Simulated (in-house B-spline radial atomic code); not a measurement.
# Ta⁺: excited configurations

How much energy does it take to promote electrons of Ta⁺ to other shells? Each configuration is solved by itself and compared with the reference.

Program: in-house B-spline radial atomic code version 1. Level of theory: scalar-relativistic (spin-free one-electron X2C) SCAN, spin-polarised, spherical fractional occupations, Fermi nucleus, basis-set limit. These are calculated values, not measurements, unless marked.

## 1. The atom as given

```
element       : tantalum (Z = 73)
charge        : +1
electrons     : 72
configuration : [Xe] 4f14 5d3 6s1
Hamiltonian   : scalar-relativistic (X2C)
nucleus       : Fermi, rms radius 5.351 fm
```

The outer shells:

[Xe] 4f14 5d3 6s1
```
[Xe] core
4f [↑↓][↑↓][↑↓][↑↓][↑↓][↑↓][↑↓]
5d [↑ ][↑ ][↑ ][  ][  ]
6s [↑ ]
```

Where spins are not typed, each open shell is filled with up spins first.

The run's settings:

```ini
Z = 73
electrons = 72.0
configuration = [Xe] 4f14 5d3 6s1
hamiltonian = x2c
method = scan,scan
spin_polarised = True
nucleus = fermi
rms_radius = 5.3507
mass_number = 181
atomic_mass = 180.947998528
speed_of_light = 137.035999084
```

This reference run was done before. Its total energy is -15605.947038 hartree, and its levels are (the highest eight at most):

| orbital | occupation | energy (eV) | <r> (bohr) |
| --- | --- | --- | --- |
| 5s up | 1 | -81.152 | 1.103 |
| 5s down | 1 | -80.484 | 1.099 |
| 5p up | 3 | -47.610 | 1.302 |
| 5p down | 3 | -46.441 | 1.281 |
| 4f up | 7 | -32.289 | 0.6419 |
| 4f down | 7 | -31.860 | 0.6357 |
| 6s up | 1 | -12.985 | 2.953 |
| 5d up | 3 | -11.446 | 2.102 |

## 2. Run with 1s2 2s2 2p6 3s2 3p6 3d10 4s2 4p6 4d10 4f14 5s2 5p6 5d0,2 6s1,0 6d0,1

In configurations, two counts after a shell (as in p1,2) give the electrons with spin up and with spin down.

Settings: those of step 1 with these lines changed.

```diff
@@ -2,3 +2,3 @@
 electrons = 72.0
-configuration = [Xe] 4f14 5d3 6s1
+configuration = 1s2 2s2 2p6 3s2 3p6 3d10 4s2 4p6 4d10 4f14 5s2 5p6 5d0,2 6s1,0 6d0,1
 hamiltonian = x2c
```

From the run's result record (rounded, not every field):

```text
{
  "status": "converged",
  "scf [iteration, energy, orbital gradient]": [
    [1, -15605.4682965, 0.329],
    [2, -15605.4881443, 0.00482],
    [3, -15605.4885225, 0.00257],
    [4, -15605.4885954, 0.00104],
    [5, -15605.4885606, 0.00154],
    [6, -15605.4886151, 0.000107],
    [7, -15605.4886152, 3.34e-05],
    [8, -15605.4886152, 1.04e-05],
    [9, -15605.4886152, 4.89e-06],
    [10, -15605.4886152, 2.33e-06],
    [11, -15605.4886152, 6.27e-07]
  ],
  "energy [hartree]": {"total": -15605.4886152, "kinetic": 17525.2411431, "nuclear": -38903.254013, "coulomb": 6093.65528056, "xc": -321.131025947},
  "orbitals [hartree, bohr; first row names the columns]": [
    ["name", "occ", "eps", "<r>"],
    ["1s up", 1.0, -2471.0811, 0.017872],
    ["1s down", 1.0, -2471.0799, 0.017872],
    ["2s up", 1.0, -425.84899, 0.078137],
    ["2s down", 1.0, -425.85087, 0.078137],
    ["2p up", 3.0, -374.3166, 0.070015],
    ["2p down", 3.0, -374.31836, 0.070016],
    ["3s up", 1.0, -98.377927, 0.20409],
    ["3s down", 1.0, -98.377953, 0.20409],
    ["3p up", 3.0, -82.868167, 0.20403],
    ["3p down", 3.0, -82.868339, 0.20403],
    ["3d up", 5.0, -64.183591, 0.1857],
    ["3d down", 5.0, -64.184907, 0.1857],
    ["4s up", 1.0, -20.652971, 0.45866],
    ["4s down", 1.0, -20.656937, 0.4587],
    ["4p up", 3.0, -15.514468, 0.48653],
    ["4p down", 3.0, -15.518577, 0.48663],
    ["4d up", 5.0, -8.7764327, 0.52317],
    ["4d down", 5.0, -8.7812405, 0.52344],
    ["4f up", 7.0, -1.4236347, 0.63607],
    ["4f down", 7.0, -1.4316219, 0.6394],
    ["5s up", 1.0, -3.1846362, 1.0968],
    ["5s down", 1.0, -3.2406595, 1.1009],
    ["5p up", 3.0, -1.9370542, 1.2834],
    ["5p down", 3.0, -1.9957371, 1.2835],
    ["5d down", 2.0, -0.58824383, 1.9152],
    ["6s up", 1.0, -0.56504964, 2.8968],
    ["6d down", 1.0, -0.14378919, 6.403]
  ],
  "sum_r [bohr^k]": {"-1": 550.7186, "1": 45.1282, "2": 91.3015},
  "energy_minus_base [hartree]": 0.458423185
}
```

Run time: 0.44 s. Hardware: 1 thread, shared host.

energy_minus_base is the energy less that of the reference run. Meta-GGA runs start from a PBE run whose iterations are not counted.

## 3. Run with 1s2 2s2 2p6 3s2 3p6 3d10 4s2 4p6 4d10 4f7,6 5s2 5p6 5d1,2 6s1,0 7d0,1

The run's settings:

```ini
Z = 73
electrons = 72.0
configuration = 1s2 2s2 2p6 3s2 3p6 3d10 4s2 4p6 4d10 4f7,6 5s2 5p6 5d1,2 6s1,0 7d0,1
hamiltonian = x2c
method = scan,scan
spin_polarised = True
nucleus = fermi
rms_radius = 5.3507
mass_number = 181
atomic_mass = 180.947998528
speed_of_light = 137.035999084
```

Results of the run:

```text
{
  "status": "converged",
  "scf [iteration, energy, orbital gradient]": [
    [1, -15604.3925301, 0.329],
    [2, -15604.4131845, 0.00355],
    [3, -15604.4133816, 0.00239],
    [4, -15604.4134152, 0.00139],
    [5, -15604.4134239, 0.000425],
    [6, -15604.4134264, 0.000342],
    [7, -15604.4134292, 6.86e-05],
    [8, -15604.4134293, 2.35e-05],
    [9, -15604.4134293, 3.32e-06],
    [10, -15604.4134293, 1e-06],
    [11, -15604.4134293, 4.1e-08]
  ],
  "energy [hartree]": {"total": -15604.4134293, "kinetic": 17524.7085632, "nuclear": -38873.1031969, "coulomb": 6064.46301987, "xc": -320.481815518},
  "orbitals [hartree, bohr; first row names the columns]": [
    ["name", "occ", "eps", "<r>"],
    ["1s up", 1.0, -2471.5019, 0.017872],
    ["1s down", 1.0, -2471.5006, 0.017872],
    ["2s up", 1.0, -426.30043, 0.07814],
    ["2s down", 1.0, -426.29991, 0.07814],
    ["2p up", 3.0, -374.7639, 0.070019],
    ["2p down", 3.0, -374.76364, 0.070019],
    ["3s up", 1.0, -98.88785, 0.20411],
    ["3s down", 1.0, -98.863441, 0.20408],
    ["3p up", 3.0, -83.377893, 0.20407],
    ["3p down", 3.0, -83.352424, 0.20402],
    ["3d up", 5.0, -64.68729, 0.18575],
    ["3d down", 5.0, -64.666951, 0.1857],
    ["4s up", 1.0, -21.142639, 0.45791],
    ["4s down", 1.0, -21.095008, 0.45806],
    ["4p up", 3.0, -15.992554, 0.48536],
    ["4p down", 3.0, -15.946379, 0.48561],
    ["4d up", 5.0, -9.2396675, 0.5206],
    ["4d down", 5.0, -9.194448, 0.52118],
    ["4f up", 7.0, -1.8526124, 0.61565],
    ["4f down", 6.0, -1.80907, 0.61961],
    ["5s up", 1.0, -3.4379973, 1.0816],
    ["5s down", 1.0, -3.4732726, 1.0858],
    ["5p up", 3.0, -2.1548873, 1.2602],
    ["5p down", 3.0, -2.1887254, 1.2559],
    ["5d up", 1.0, -0.70307118, 1.8576],
    ["5d down", 2.0, -0.70327106, 1.8174],
    ["6s up", 1.0, -0.66593265, 2.744],
    ["7d down", 1.0, -0.090540982, 11.827]
  ],
  "sum_r [bohr^k]": {"-1": 550.3066, "1": 50.94597, "2": 202.3402},
  "energy_minus_base [hartree]": 1.5336091
}
```

It took 0.43 s on 1 thread, shared host.

## 4. Run with 1s2 2s2 2p6 3s2 3p6 3d10 4s2 4p6 4d10 4f14 5s2 5p6 5d1,2 6s0,1

Settings: those of step 3 with these lines changed.

```diff
@@ -2,3 +2,3 @@
 electrons = 72.0
-configuration = 1s2 2s2 2p6 3s2 3p6 3d10 4s2 4p6 4d10 4f7,6 5s2 5p6 5d1,2 6s1,0 7d0,1
+configuration = 1s2 2s2 2p6 3s2 3p6 3d10 4s2 4p6 4d10 4f14 5s2 5p6 5d1,2 6s0,1
 hamiltonian = x2c
```

Results of the run:

```text
{
  "status": "converged",
  "scf [iteration, energy, orbital gradient]": [
    [1, -15605.8425883, 0.329],
    [2, -15605.8632622, 0.00467],
    [3, -15605.863691, 0.00275],
    [4, -15605.8637829, 0.00117],
    [5, -15605.8637205, 0.00192],
    [6, -15605.8638119, 8.87e-05],
    [7, -15605.8638119, 3.85e-05],
    [8, -15605.863812, 5.64e-06],
    [9, -15605.863812, 1.9e-06],
    [10, -15605.863812, 6.19e-08]
  ],
  "energy [hartree]": {"total": -15605.863812, "kinetic": 17525.5588565, "nuclear": -38920.8528502, "coulomb": 6110.82895403, "xc": -321.398772296},
  "orbitals [hartree, bohr; first row names the columns]": [
    ["name", "occ", "eps", "<r>"],
    ["1s up", 1.0, -2470.838, 0.017872],
    ["1s down", 1.0, -2470.839, 0.017872],
    ["2s up", 1.0, -425.60543, 0.078137],
    ["2s down", 1.0, -425.60697, 0.078137],
    ["2p up", 3.0, -374.07307, 0.070015],
    ["2p down", 3.0, -374.07451, 0.070016],
    ["3s up", 1.0, -98.13576, 0.20409],
    ["3s down", 1.0, -98.13601, 0.20409],
    ["3p up", 3.0, -82.62596, 0.20403],
    ["3p down", 3.0, -82.626379, 0.20403],
    ["3d up", 5.0, -63.941311, 0.18571],
    ["3d down", 5.0, -63.942361, 0.1857],
    ["4s up", 1.0, -20.4119, 0.45868],
    ["4s down", 1.0, -20.413174, 0.45867],
    ["4p up", 3.0, -15.27338, 0.48658],
    ["4p down", 3.0, -15.27462, 0.48658],
    ["4d up", 5.0, -8.5350361, 0.52326],
    ["4d down", 5.0, -8.5372181, 0.52334],
    ["4f up", 7.0, -1.1823251, 0.63796],
    ["4f down", 7.0, -1.1883976, 0.64008],
    ["5s up", 1.0, -2.9719153, 1.1004],
    ["5s down", 1.0, -2.9706415, 1.1024],
    ["5p up", 3.0, -1.727302, 1.2876],
    ["5p down", 3.0, -1.736779, 1.3024],
    ["5d up", 1.0, -0.35189286, 2.079],
    ["5d down", 2.0, -0.40567177, 2.1131],
    ["6s down", 1.0, -0.46667898, 2.9733]
  ],
  "sum_r [bohr^k]": {"-1": 550.9596, "1": 41.36882, "2": 53.37626},
  "energy_minus_base [hartree]": 0.0832264389
}
```

It took 0.42 s on 1 thread, shared host.

## 5. Configuration 1s2 2s2 2p6 3s2 3p6 3d10 4s2 4p6 4d10 4f14 5s2 5p6 5d2,1 6s1,0

Settings: those of step 4 with these lines changed.

```diff
@@ -2,3 +2,3 @@
 electrons = 72.0
-configuration = 1s2 2s2 2p6 3s2 3p6 3d10 4s2 4p6 4d10 4f14 5s2 5p6 5d1,2 6s0,1
+configuration = 1s2 2s2 2p6 3s2 3p6 3d10 4s2 4p6 4d10 4f14 5s2 5p6 5d2,1 6s1,0
 hamiltonian = x2c
```

Results of the run:

```text
{
  "status": "converged",
  "scf [iteration, energy, orbital gradient]": [
    [1, -15605.8425883, 0.329],
    [2, -15605.8632622, 0.00467],
    [3, -15605.863691, 0.00275],
    [4, -15605.8637829, 0.00117],
    [5, -15605.8637205, 0.00192],
    [6, -15605.8638119, 8.87e-05],
    [7, -15605.8638119, 3.85e-05],
    [8, -15605.863812, 5.64e-06],
    [9, -15605.863812, 1.9e-06],
    [10, -15605.863812, 6.19e-08]
  ],
  "energy [hartree]": {"total": -15605.863812, "kinetic": 17525.5588565, "nuclear": -38920.8528502, "coulomb": 6110.82895403, "xc": -321.398772296},
  "orbitals [hartree, bohr; first row names the columns]": [
    ["name", "occ", "eps", "<r>"],
    ["1s up", 1.0, -2470.839, 0.017872],
    ["1s down", 1.0, -2470.838, 0.017872],
    ["2s up", 1.0, -425.60697, 0.078137],
    ["2s down", 1.0, -425.60543, 0.078137],
    ["2p up", 3.0, -374.07451, 0.070016],
    ["2p down", 3.0, -374.07307, 0.070015],
    ["3s up", 1.0, -98.13601, 0.20409],
    ["3s down", 1.0, -98.13576, 0.20409],
    ["3p up", 3.0, -82.626379, 0.20403],
    ["3p down", 3.0, -82.62596, 0.20403],
    ["3d up", 5.0, -63.942361, 0.1857],
    ["3d down", 5.0, -63.941311, 0.18571],
    ["4s up", 1.0, -20.413174, 0.45867],
    ["4s down", 1.0, -20.4119, 0.45868],
    ["4p up", 3.0, -15.27462, 0.48658],
    ["4p down", 3.0, -15.27338, 0.48658],
    ["4d up", 5.0, -8.5372181, 0.52334],
    ["4d down", 5.0, -8.5350361, 0.52326],
    ["4f up", 7.0, -1.1883976, 0.64008],
    ["4f down", 7.0, -1.1823251, 0.63796],
    ["5s up", 1.0, -2.9706415, 1.1024],
    ["5s down", 1.0, -2.9719153, 1.1004],
    ["5p up", 3.0, -1.736779, 1.3024],
    ["5p down", 3.0, -1.727302, 1.2876],
    ["5d up", 2.0, -0.40567177, 2.1131],
    ["5d down", 1.0, -0.35189286, 2.079],
    ["6s up", 1.0, -0.46667898, 2.9733]
  ],
  "sum_r [bohr^k]": {"-1": 550.9596, "1": 41.36882, "2": 53.37626},
  "energy_minus_base [hartree]": 0.0832264389
}
```

Wall time 0.42 s (1 thread, shared host).

## 6. All configurations in order

| net move | configuration | 2|M_S|+1 | energy above the reference (eV) | largest <r> (bohr) |
| --- | --- | --- | --- | --- |
| same shells, spins typed | 1s2 2s2 2p6 3s2 3p6 3d10 4s2 4p6 4d10 4f14 5s2 5p6 5d1,2 6s0,1 | 3 | 2.265 | 2.97 |
| same shells, spins typed | 1s2 2s2 2p6 3s2 3p6 3d10 4s2 4p6 4d10 4f14 5s2 5p6 5d2,1 6s1,0 | 3 | 2.265 | 2.97 |
| 5d → 6d, spins typed | 1s2 2s2 2p6 3s2 3p6 3d10 4s2 4p6 4d10 4f14 5s2 5p6 5d0,2 6s1,0 6d0,1 | 3 | 12.474 | 6.40 |
| 4f → 7d, spins typed | 1s2 2s2 2p6 3s2 3p6 3d10 4s2 4p6 4d10 4f7,6 5s2 5p6 5d1,2 6s1,0 7d0,1 | 1 | 41.732 | 11.8 |

What this shows: The lowest of them is same shells, spins typed at 2.265 eV and the highest 4f → 7d, spins typed at 41.732 eV. 1 of them lies more than 60 % above minus the reference's highest level (11.446 eV), in the range where a state can decay by emitting an electron. The reference has 2|M_S|+1 = 5; 4 of the configurations differ from it in spin. These are spherical averages at the typed spins, not spectroscopic levels.
